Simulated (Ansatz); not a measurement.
# Ta8C: the cost of one run

Program: Ansatz 0.2.0. Level of theory: DFT PBEsol, scalar-relativistic, plane waves, PAW. These are calculated values, not measurements.

5 further runs of the same task are left out: 5 set aside as unsound or not needed.

**1. The structure to begin with**

It takes space group P3m1 (No. 156, trigonal). Conventional cell: a = 4.639 Å, b = 4.639 Å, c = 23.629 Å, α = 90.00°, β = 90.00°, γ = 120.00°. Around Ta (site symmetry 3m) lie 4 Ta at 2.84 Å. Around Ta (site symmetry 3m) lie 7 Ta at 2.74 to 2.84 Å. Ta (site symmetry 3m) is surrounded by 13 Ta at 2.84 to 3.28 Å. Ta (site symmetry 3m) has 8 Ta at 2.78 to 2.84 Å in its first shell of neighbours. Around Ta (site symmetry 3m) lie 8 Ta at 2.60 to 2.90 Å. Around Ta (site symmetry 3m) lie 10 Ta at 2.80 to 3.06 Å. Ta (site symmetry 3m) is surrounded by 7 Ta at 2.76 to 2.80 Å. Around Ta (site symmetry 3m) lie 4 Ta at 2.60 to 2.76 Å.

Structure file:

```cif
data_structure
_symmetry_space_group_name_H-M 'P 1'
_symmetry_Int_Tables_number 1
_cell_length_a 4.6394
_cell_length_b 4.6394
_cell_length_c 23.6290
_cell_angle_alpha 90.000
_cell_angle_beta 90.000
_cell_angle_gamma 120.000
_cell_volume 440.45
loop_
_atom_site_label
_atom_site_type_symbol
_atom_site_fract_x
_atom_site_fract_y
_atom_site_fract_z
_atom_site_occupancy
Ta1 Ta 0.66667 0.33333 0.35973 1
Ta2 Ta 0.33333 0.66667 0.39980 1
Ta3 Ta 0.00000 0.00000 0.43988 1
Ta4 Ta 0.66667 0.33333 0.47996 1
Ta5 Ta 0.33333 0.66667 0.51569 1
Ta6 Ta 0.00000 0.00000 0.56283 1
Ta7 Ta 0.66667 0.33333 0.59753 1
Ta8 Ta 0.33333 0.66667 0.62575 1
```

Planes are indexed in the bulk's conventional cell (Im-3m (No. 229)), a = 3.281 Å, b = 3.281 Å, c = 3.281 Å, α = 90.00°, β = 90.00°, γ = 90.00°.

This (111) slab, 6.6 Å thick as cut, with 17 Å of vacuum; its outer planes are Ta (top) and Ta (bottom), was relaxed beforehand with its lower half held: -78444.5473 eV, work function 3.90 eV (top face), 3.45 eV (bottom face), dipole along +c -0.047 e·Å per cell.

**2. Start: C, top (Ta)**

The input, input.yaml:

```yaml
crystal:
  lattice:
    - [4.6393552032, 0.0, 0.0]
    - [-2.3196776016, 4.0177994632, 0.0]
    - [0.0, 0.0, 25.629030907]
  atoms:
    - { symbol: Ta, position: [0.6666666667, 0.3333333333, 0.3316551465] }
    - { symbol: Ta, position: [0.3333333333, 0.6666666667, 0.3686056039] }
    - { symbol: Ta, position: [0.0, 0.0, 0.4055560613] }
    - { symbol: Ta, position: [0.6666666667, 0.3333333333, 0.4425065188] }
    - { symbol: Ta, position: [0.3333333333, 0.6666666667, 0.475443496] }
    - { symbol: Ta, position: [0.0, 0.0, 0.5189106313] }
    - { symbol: Ta, position: [0.6666666667, 0.3333333333, 0.5509034392] }
    - { symbol: Ta, position: [0.3333333333, 0.6666666667, 0.5769220591] }
    - { symbol: C, position: [0.3333333333, 0.6666666667, 0.6729069603] }
basis:
  ecutwfc: 420
kpoints:
  mp_grid: { grid: [6, 6, 1] }
hamiltonian:
  xc: pbesol
scf:
  occupations: { method: gaussian, width: 0.1 }
output:
  forces: true
  eigenvalues: true
  write_density: true
  write_potential: true
  elf: true
  volumetric_format: npy
relax:
  adjacent_minimum: "off"
  f_tol: 0.03
  max_steps: 70
  constraints: [{ sites: [0, 1, 2, 3] }]
efield:
  axis: 3
  dipole_correction: true
  ramp_width: 0.04
```

Launch:

```console
$ ansatz run input.yaml --threads 2 --pin off --max-ram 5120MiB --backend cpu --events-out ev --progress --plain --runs-dir out
```

What time and memory should one allow on 2 threads of Intel Xeon 6975P-C (Granite Rapids), shared host?

About 41 s, with a peak of 0.84 GiB.
